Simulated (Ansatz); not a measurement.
**AlBH₆OSi: up Jacob's ladder to CCSD(T)**

Aim: compute AlBH₆OSi with functionals from several rungs and with coupled cluster. The yardstick is the atomisation energy at the CCSD(T) limit.

Computed with Ansatz 0.2.0, Gaussian basis. Level: functionals in def2-TZVPP, the program's frozen cores in correlated methods.

The runs, in order: LDA (SPW92), PBE-D4, revPBE-D4, BLYP-D4, r2SCAN-D4, B97M-V, PBE0-D4, B3LYP-D4, r2SCANh-D4, r2SCAN0-D4, HSE06-D4, BHLYP-D4, CAM-B3LYP-D4, LC-ωPBE, ωB97X-V, ωB97M-V, B2PLYP, PBE-QIDH; CCSD(T)/def2-SVP; CCSD(T)/def2-TZVPP; MP2/def2-QZVPP; extrapolation to the limit; RPA on PBE.

## 1. The relaxed structure

The geometry comes from an earlier relaxation with PBE0-D4 in a triple-zeta def2 set; it is a stationary point, not always the lowest conformer.

SMILES `[BH2][AlH][O][SiH3]`, 10 atoms, charge 0, spin multiplicity 1.

Atoms are counted from 1 here; the program's logs count them from 0.

Bond lengths: B1–Al2 2.122 Å, B1–H5 1.200 Å, B1–H6 1.200 Å, Al2–O3 1.690 Å, Al2–H7 1.588 Å, O3–Si4 1.621 Å, Si4–H8 1.487 Å, Si4–H9 1.489 Å, Si4–H10 1.487 Å. Angles: Al2–B1–H5 122.7°, Al2–B1–H6 122.8°, H5–B1–H6 114.5°, B1–Al2–O3 117.9°, B1–Al2–H7 125.4°, O3–Al2–H7 116.6°, Al2–O3–Si4 173.8°, O3–Si4–H8 110.2°, O3–Si4–H9 110.6°, O3–Si4–H10 110.2°, H8–Si4–H9 108.5°, H8–Si4–H10 108.8°, H9–Si4–H10 108.4°.

## 2. LDA

This LDA is Slater exchange with PW92 correlation.

The input, in.yaml:

```yaml
crystal:
  periodic: [false, false, false]
  atoms:
    - {symbol: B, position_ang: [-1.734565, 1.840041, 0.032452]}
    - {symbol: Al, position_ang: [0.290455, 1.285373, 0.337043]}
    - {symbol: O, position_ang: [0.716548, -0.329591, 0.077600]}
    - {symbol: Si, position_ang: [0.957987, -1.906842, -0.210200]}
    - {symbol: H, position_ang: [-2.558611, 1.791376, 0.902856]}
    - {symbol: H, position_ang: [-2.148260, 2.233360, -1.022681]}
    - {symbol: H, position_ang: [1.455302, 2.264707, 0.791931]}
    - {symbol: H, position_ang: [1.408613, -2.591480, 1.031104]}
    - {symbol: H, position_ang: [-0.300018, -2.553288, -0.676196]}
    - {symbol: H, position_ang: [1.995751, -2.084755, -1.260809]}
basis:
  gaussian: {orbitals: def2-TZVPP}
hamiltonian: {xc: lda}
output: {orbitals: {seedname: orbitals}}
```

Run with:

```bash
$ ansatz run in.yaml --threads 2 --pin off --events-out ev --progress --plain --max-ram 4352MiB
```

Further steps of the session: PBE-D4 (GGA); revPBE-D4 (GGA); BLYP-D4 (GGA); r2SCAN-D4 (meta-GGA); B97M-V (meta-GGA); B3LYP-D4 (hybrid); r2SCANh-D4 (hybrid); r2SCAN0-D4 (hybrid); HSE06-D4 (hybrid); BHLYP-D4 (hybrid); CAM-B3LYP-D4 (range-separated); LC-ωPBE (range-separated); ωB97X-V (range-separated); ωB97M-V (range-separated); B2PLYP (double hybrid); PBE-QIDH (double hybrid); CCSD(T) in def2-SVP; CCSD(T) in def2-TZVPP; MP2 in def2-QZVPP; RPA on PBE orbitals.

Q: Predict the results of all the runs planned. Wanted: atomisation energy, CCSD(T)/CBS; farthest beyond LDA; mean size of error, GGA; mean size of error, meta-GGA; mean size of error, hybrid; mean size of error, range-separated; mean size of error, double hybrid; gap, smallest and largest; T1 diagnostic.

As calculated:

| quantity | value |
| --- | --- |
| atomisation energy, CCSD(T)/CBS | 3200.8 kJ/mol |
| functionals within 16.0 kJ/mol (0.5 %) | r2SCAN-D4, B3LYP-D4, r2SCANh-D4, ωB97X-V, ωB97M-V |
| farthest beyond LDA | revPBE-D4 (-97.2 kJ/mol) |
| mean size of error, GGA | 57.5 kJ/mol |
| mean size of error, meta-GGA | 10.8 kJ/mol |
| mean size of error, hybrid | 35.4 kJ/mol |
| mean size of error, range-separated | 16.8 kJ/mol |
| mean size of error, double hybrid | 41.4 kJ/mol |
| gap, smallest and largest | 2.50 eV (LDA (SPW92)), 10.00 eV (LC-ωPBE) |
| T1 diagnostic | 0.0116 |
| triples share of the correlation energy | 3.0 % |

In words: LDA overbinds by 317.7 kJ/mol (10 %). PBE-D4 is off by -39.1 kJ/mol. Double hybrids carry the basis error of their MP2 part in triple zeta, and no dispersion term here, so their miss is partly the set-up's. Taken by rung, meta-GGA functionals do best (10.8 kJ/mol on average) and GGA ones worst beyond LDA (57.5 kJ/mol). The gap between the best rungs is small, so their order is not settled. Misses under about 16.0 kJ/mol are within the doubt on the reference itself, which lacks core-valence correlation, relativity and higher excitations. Hartree-Fock recovers 77 % of the binding; the rest is correlation. CCSD(T) in def2-SVP is off by -202.5 kJ/mol, so the small basis spoils what the method gains. The gap grows from 2.5 to 10.0 eV across the functionals, mostly with the share of exact exchange.
